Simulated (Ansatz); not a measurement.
# C₄H₆Cl₂Si: how energies converge with the basis set

Aim: see how fast density functionals converge with the basis set for C₄H₆Cl₂Si.

Computed with Ansatz 0.2.0, Gaussian basis. Level: one geometry, several basis sets.

The runs, in order: PBE0-D4/def2-SVP; ωB97M-V/def2-SVP; PBE0-D4/def2-QZVPP; ωB97M-V/def2-QZVPP; the functionals' def2-TZVPP values are taken from earlier runs.

### Step 1. The geometry

All runs share one geometry, relaxed beforehand with PBE0-D4 in a triple-zeta def2 set.

SMILES `C=C[Si](Cl)(Cl)C=C`, 13 atoms, charge 0, spin multiplicity 1.

Atoms are counted from 1 here; the program's logs count them from 0.

Bond lengths: C1–C2 1.330 Å, C1–H8 1.086 Å, C1–H9 1.086 Å, C2–Si3 1.848 Å, C2–H10 1.088 Å, Si3–Cl4 2.055 Å, Si3–Cl5 2.055 Å, Si3–C6 1.847 Å, C6–C7 1.330 Å, C6–H11 1.088 Å, C7–H12 1.086 Å, C7–H13 1.086 Å. Angles: C2–C1–H8 122.0°, C2–C1–H9 121.8°, H8–C1–H9 116.1°, C1–C2–Si3 123.5°, C1–C2–H10 119.0°, Si3–C2–H10 117.5°, C2–Si3–Cl4 107.8°, C2–Si3–Cl5 110.0°, C2–Si3–C6 114.6°, Cl4–Si3–Cl5 106.9°, Cl4–Si3–C6 109.7°, Cl5–Si3–C6 107.6°, Si3–C6–C7 123.7°, Si3–C6–H11 117.3°, C7–C6–H11 118.9°, C6–C7–H12 122.0°, C6–C7–H13 121.8°, H12–C7–H13 116.2°.

Geometry (Å):

```xyz
13
C4H6Cl2Si
C     0.70246   -0.09471    1.86941
C     0.16018    0.94237    1.23754
Si    0.04516    1.06831   -0.60255
Cl   -1.50964    2.33531   -1.04798
Cl    1.75176    1.93075   -1.35518
C    -0.19572   -0.54411   -1.47032
C    -0.74299   -1.61406   -0.90080
H     1.10494   -0.94921    1.33360
H     0.77433   -0.13183    2.95253
H    -0.22205    1.77545    1.82373
H     0.11531   -0.60273   -2.51151
H    -1.07594   -1.60815    0.13259
H    -0.88739   -2.54208   -1.44635
```

### Step 2. PBE0-D4 in def2-SVP

The input, in.yaml:

```yaml
crystal:
  periodic: [false, false, false]
  atoms:
    - {symbol: C, position_ang: [0.702457, -0.094714, 1.869407]}
    - {symbol: C, position_ang: [0.160175, 0.942367, 1.237536]}
    - {symbol: Si, position_ang: [0.045160, 1.068306, -0.602546]}
    - {symbol: Cl, position_ang: [-1.509636, 2.335313, -1.047983]}
    - {symbol: Cl, position_ang: [1.751761, 1.930755, -1.355183]}
    - {symbol: C, position_ang: [-0.195722, -0.544106, -1.470317]}
    - {symbol: C, position_ang: [-0.742990, -1.614064, -0.900797]}
    - {symbol: H, position_ang: [1.104938, -0.949210, 1.333597]}
    - {symbol: H, position_ang: [0.774333, -0.131834, 2.952530]}
    - {symbol: H, position_ang: [-0.222053, 1.775448, 1.823731]}
    - {symbol: H, position_ang: [0.115310, -0.602731, -2.511513]}
    - {symbol: H, position_ang: [-1.075941, -1.608151, 0.132587]}
    - {symbol: H, position_ang: [-0.887391, -2.542079, -1.446351]}
basis:
  gaussian: {orbitals: def2-SVP}
hamiltonian: {xc: pbe0, dispersion: d4}
output: {orbitals: {seedname: orbitals}}
```

Started as:

```console
> ansatz run in.yaml --threads 4 --pin off --events-out ev --progress --plain --max-ram 11315MiB
```

After this run come: ωB97M-V in def2-SVP; PBE0-D4 in def2-QZVPP; ωB97M-V in def2-QZVPP.

Before running them: what should the planned runs give, taken together? Wanted: PBE0-D4: double and triple zeta above quadruple; ωB97M-V: double and triple zeta above quadruple.

**Answer**, as computed:

| quantity | value |
| --- | --- |
| PBE0-D4: double and triple zeta above quadruple | 17.38, 1.23 eV |
| ωB97M-V: double and triple zeta above quadruple | 17.47, 1.16 eV |

In words: PBE0-D4 gains 16.15 eV from double to triple zeta, then 1.23 eV more. These are total energies; as a rule much of such shifts cancels in differences, which this series doesn't test.
